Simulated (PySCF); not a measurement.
# C2H6Cl3GeN (Ge(NMe2)Cl3): the cost of one run

Computed with PySCF 2.14.0, with density-fitted response routines of our own, on a single molecule in the gas phase. Atoms count from 0, in the outputs and in this text.

## 1. The starting structure

13 atoms, charge 0, multiplicity 1; geometry from: GFN2-xTB. The atoms were then displaced at random by about 0.03 Å, so the start is not that level's minimum.

Bonds of the start (Å): Ge0–N1 1.85, Ge0–Cl10 2.03, Ge0–Cl11 2.20, Ge0–Cl12 2.16, N1–C2 1.41, N1–C3 1.36, C2–H4 1.10, C2–H5 1.12, C2–H6 1.07, C3–H7 1.13, C3–H8 1.16, C3–H9 1.10.

## 2. Optimising the geometry at PBE0-D3(BJ)/def2-SVP

Job settings and geometry (Å):

```
{"job": {"xc": "PBE0", "basis": "def2-SVP", "d3": "d3bj", "grid": 1, "maxiter": 40, "shake": 0.03, "kind": "geom"}, "charge": 0, "multiplicity": 1}
Ge     0.068060    -0.069850    -1.644300
N      0.146040     0.287430     0.169350
C      1.017320    -0.540110     0.908830
C     -0.946350     0.597540     0.914850
H      1.368240    -0.011750     1.803280
H      1.955120    -0.721450     0.333550
H      0.653640    -1.490900     1.236550
H     -1.662130     1.228770     0.310870
H     -1.588270    -0.300620     1.280650
H     -0.781710     1.135330     1.856820
Cl     1.934850    -0.061420    -2.443520
Cl    -1.021490     1.662020    -2.449910
Cl    -1.112690    -1.767090    -2.254820
```

Launch:

```bash
> OMP_NUM_THREADS=1 python probes_run.py task.json out
```

This one command runs all jobs of the session in turn.

**Question.** How long does this first job take on 1 thread of AMD EPYC, shared host, and how much memory does it need?

About 4.6 min, with a peak of 0.7 GiB.
